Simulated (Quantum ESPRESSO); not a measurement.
Runs of Quantum ESPRESSO 7.5 on SiSe. Symmetry: P-6m2, No. 187, hexagonal system. Conventional cell: a = 3.595 Å, b = 3.595 Å, c = 3.599 Å, α = 90.00°, β = 90.00°, γ = 120.00°. Around Si (site symmetry -6m2) lie 6 Se at 2.75 Å. Se (site symmetry -6m2) has 6 Si at 2.75 Å as nearest neighbours. The cell was built by a generator and needn't be a form met in nature.

| task | level | potentials or basis | cell | k mesh | cutoff (eV) | form of the LDA correlation | SCF threshold | most ionic steps | forc conv thr | etot conv thr | gap on the mesh (eV) | pressure (GPa) |
| --- | --- | --- | --- | --- | --- | --- | --- | --- | --- | --- | --- | --- |
| band structure | LDA | PseudoDojo 0.4.1 SR LDA standard | as given | 9 × 9 × 7 | 1170 | PW92 | 4e-10 Ry | - | - | - | none | -3.6 |
| relaxation of cell and atoms | rev-vdW-DF2 | PseudoDojo 0.4.1 SR PBE standard | relaxed to 0.3 kbar | 9 × 9 × 7 | 1170 | - | 4e-10 Ry | 40 | 0.0004 Ry/bohr | 1e-05 Ry | none | 0.0 |
| band structure | PBEsol | PseudoDojo 0.4.1 SR PBEsol standard | as given | 9 × 9 × 7 | 1170 | - | 4e-10 Ry | - | - | - | none | -2.7 |
| band structure | r2SCAN | SG15 PBE 1.2 | as given | 7 × 7 × 5 | 952 | - | 1e-08 Ry | - | - | - | none | (a) |

Alike in all rows: no spin polarisation; smearing fermi-dirac 0.05 eV.

**Question.** Estimate the missing entries.

**Answer.** (a) 0.1.

Caveats: the potentials were made for another functional, which shifts forces and pressure (some runs).

A k mesh can miss the band edges, and the runs leave out spin-orbit coupling on Se.

A gap of «none» marks a metal or a gap under the smearing width.

The runs don't all hold the same shells in valence.
